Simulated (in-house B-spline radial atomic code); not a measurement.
# Bi⁵⁺: excited configurations

Wanted: excitation energies of Bi⁵⁺ as differences of total energies (ΔSCF).

Method: Dirac-Hartree-Fock, average of configuration, Fermi nucleus, basis-set limit. Code: in-house B-spline radial atomic code version 1.

### Step 1. The system

* element: bismuth (Z = 83)
* charge: +5
* electrons: 78
* configuration: [Xe] 4f14 5d10
* Hamiltonian: Dirac-Coulomb
* nucleus: Fermi, rms radius 5.521 fm

The outer shells:

[Xe] 4f14 5d10
```
[Xe] core
4f [↑↓][↑↓][↑↓][↑↓][↑↓][↑↓][↑↓]
5d [↑↓][↑↓][↑↓][↑↓][↑↓]
```

Settings, as recorded:

```ini
Z = 83
electrons = 78.0
configuration = [Xe] 4f14 5d10
hamiltonian = dirac
method = hf
spin_polarised = False
nucleus = fermi
rms_radius = 5.5211
mass_number = 209
atomic_mass = 208.980398599
speed_of_light = 137.035999084
```

The reference is known from an earlier run: -21560.442530 hartree in all. Up to eight levels, counted from the top:

```
orbital  occupation  energy (eV)  <r> (bohr)
  4d5/2           6      -520.48      0.4257
  4f5/2           6      -237.18      0.4363
  5s1/2           2      -235.89      0.8417
  4f7/2           8      -231.50      0.4422
  5p1/2           2      -187.82      0.8934
  5p3/2           4      -162.35      0.9739
  5d3/2           4      -91.318       1.165
  5d5/2           6      -88.009       1.201
```

### Step 2. [Xe] 4f14 5d9 7g1

Settings, as recorded:

```ini
Z = 83
electrons = 78.0
configuration = [Xe] 4f14 5d9 7g1
hamiltonian = dirac
method = hf
spin_polarised = False
nucleus = fermi
rms_radius = 5.5211
mass_number = 209
atomic_mass = 208.980398599
speed_of_light = 137.035999084
```

### Step 3. Run with [Kr] 4d9 4f14 5s2 5p6 5d10 6g1

The settings differ from step 2 so:

```diff
@@ -2,3 +2,3 @@
 electrons = 78.0
-configuration = [Xe] 4f14 5d9 7g1
+configuration = [Kr] 4d9 4f14 5s2 5p6 5d10 6g1
 hamiltonian = dirac
```

### Step 4. Configuration [Kr] 4d9 4f14 5s2 5p6 5d10 5g1

The settings differ from step 3 so:

```diff
@@ -2,3 +2,3 @@
 electrons = 78.0
-configuration = [Kr] 4d9 4f14 5s2 5p6 5d10 6g1
+configuration = [Kr] 4d9 4f14 5s2 5p6 5d10 5g1
 hamiltonian = dirac
```

### Step 5. Configuration [Kr] 4d10 4f14 5s2 5p5 5d10 5g1

The settings differ from step 4 so:

```diff
@@ -2,3 +2,3 @@
 electrons = 78.0
-configuration = [Kr] 4d9 4f14 5s2 5p6 5d10 5g1
+configuration = [Kr] 4d10 4f14 5s2 5p5 5d10 5g1
 hamiltonian = dirac
```

### Step 6. [Xe] 4f13 5d10 6f1

The settings differ from step 5 so:

```diff
@@ -2,3 +2,3 @@
 electrons = 78.0
-configuration = [Kr] 4d10 4f14 5s2 5p5 5d10 5g1
+configuration = [Xe] 4f13 5d10 6f1
 hamiltonian = dirac
```

### Step 7. Configuration [Kr] 4d10 4f14 5s2 5p5 5d10 6s1

The settings differ from step 6 so:

```diff
@@ -2,3 +2,3 @@
 electrons = 78.0
-configuration = [Xe] 4f13 5d10 6f1
+configuration = [Kr] 4d10 4f14 5s2 5p5 5d10 6s1
 hamiltonian = dirac
```

**Question.** How far above the reference does each configuration lie (order and size, in eV)?

**Answer**, as computed:

| net move | configuration | energy above the reference (eV) | with Breit, QED, recoil (eV) | largest <r> (bohr) |
| --- | --- | --- | --- | --- |
| 5d → 7g | [Xe] 4f14 5d9 7g1 | 77.965 | 77.965 | 10.4 |
| 5p → 6s | [Kr] 4d10 4f14 5s2 5p5 5d10 6s1 | 100.63 | 100.47 | 1.90 |
| 5p → 5g | [Kr] 4d10 4f14 5s2 5p5 5d10 5g1 | 149.00 | 148.71 | 4.51 |
| 4f → 6f | [Xe] 4f13 5d10 6f1 | 201.22 | 201.52 | 4.46 |
| 4d → 5g | [Kr] 4d9 4f14 5s2 5p6 5d10 5g1 | 500.05 | 499.60 | 4.52 |
| 4d → 6g | [Kr] 4d9 4f14 5s2 5p6 5d10 6g1 | 506.04 | 505.59 | 7.22 |

Quantum defects of the promoted electron, δ = n − ζ/√(−2ε) with ζ = 6 and ε its orbital energy in hartree:

| promotion | δ |
| --- | --- |
| 5d → 7g | 0.030 |
| 5p → 6s | 3.322 |
| 4f → 6f | 1.309 |
| 4d → 6g | 0.024 |

The energies run from 77.965 eV (5d → 7g) to 506.04 eV (4d → 6g). Koopmans' estimate of the ionisation threshold is 88.009 eV; 5 configurations exceed it by over 2 % and could autoionise. Of those tabulated, the defect is largest for 6s (3.32) and least for 6g (0.02): low angular momentum penetrates the core, high angular momentum stays outside it. Two partly filled shells share a symmetry and can mix in the average, which may lower the energy, for: 4f → 6f. These are averages over configurations, without correlation, not spectroscopic levels.
